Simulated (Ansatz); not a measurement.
# CH₄B₂O (SMILES BOB=C): one structure at several levels

The task here is to estimate one member of a computed series from the others.

The runs use Ansatz 0.2.0, Gaussian basis; single points in def2-TZVPP.

Cores are frozen in the correlated methods.

**The system as given**

SMILES `BOB=C`, 8 atoms, charge 0, spin multiplicity 1.

Atoms are counted from 1 here; the program's logs count them from 0.

Bond lengths: B1–O2 1.223 Å, B1–H5 1.201 Å, B1–H6 1.191 Å, O2–B3 1.260 Å, B3–C4 1.340 Å, C4–H7 1.162 Å, C4–H8 1.068 Å. Angles: O2–B1–H5 127.4°, O2–B1–H6 116.2°, H5–B1–H6 116.4°, B1–O2–B3 174.8°, O2–B3–C4 176.7°, B3–C4–H7 116.5°, B3–C4–H8 128.0°, H7–C4–H8 115.1°.

As a file:

```csv
atom,x (Å),y (Å),z (Å)
B1,-1.4098,-1.2156,0.4181
O2,-0.4780,-0.4997,0.0776
B3,0.4566,0.3042,-0.1848
C4,1.3977,1.2165,-0.4618
H5,-2.5642,-0.9041,0.5321
H6,-1.1371,-2.3451,0.6798
H7,1.0530,2.3254,-0.4899
H8,2.4516,1.0670,-0.5520
```

Set-up of the first run:

File run/in.yaml:

```yaml
crystal:
  periodic: [false, false, false]
  atoms:
    - {symbol: B, position_ang: [-1.409800, -1.215600, 0.418100]}
    - {symbol: O, position_ang: [-0.478000, -0.499700, 0.077600]}
    - {symbol: B, position_ang: [0.456600, 0.304200, -0.184800]}
    - {symbol: C, position_ang: [1.397700, 1.216500, -0.461800]}
    - {symbol: H, position_ang: [-2.564200, -0.904100, 0.532100]}
    - {symbol: H, position_ang: [-1.137100, -2.345100, 0.679800]}
    - {symbol: H, position_ang: [1.053000, 2.325400, -0.489900]}
    - {symbol: H, position_ang: [2.451600, 1.067000, -0.552000]}
basis:
  gaussian: {orbitals: def2-TZVPP}
correlation: {method: ccsd_t}
output: {forces: true}
```

The command line of these runs was not kept.

Steps of the session up to this table: CCSD(T)/def2-TZVPP; PBE0-D4/def2-TZVPP; wB97M-V/def2-TZVPP; r2SCAN-D4/def2-TZVPP; PBE-D4/def2-TZVPP; BLYP-D4/def2-TZVPP; HSE06-D4/def2-TZVPP.

One of the session's tables, all rows but one given; the rest of the session is left out.

```
   method  RMS force component (eV/Å)  angle to CCSD(T) forces (°)  dipole (D)
  CCSD(T)                       2.263                    reference        0.65
  PBE0-D4                       2.126                          3.1        0.56
  wB97M-V                       2.171                          3.5        0.71
r2SCAN-D4                       2.154                          2.8        0.46
   PBE-D4                       2.156                          3.2        0.31
  BLYP-D4                           ?                            ?           ?
 HSE06-D4                       2.129                          3.1        0.54
```

Q: Estimate the row for BLYP-D4 from the others.

**Answer.** RMS force component (eV/Å): 2.184; angle to CCSD(T) forces (°): 2.8; dipole (D): 0.32. In the column «RMS force component (eV/Å)» it lies between wB97M-V (2.171) and CCSD(T) (2.263).
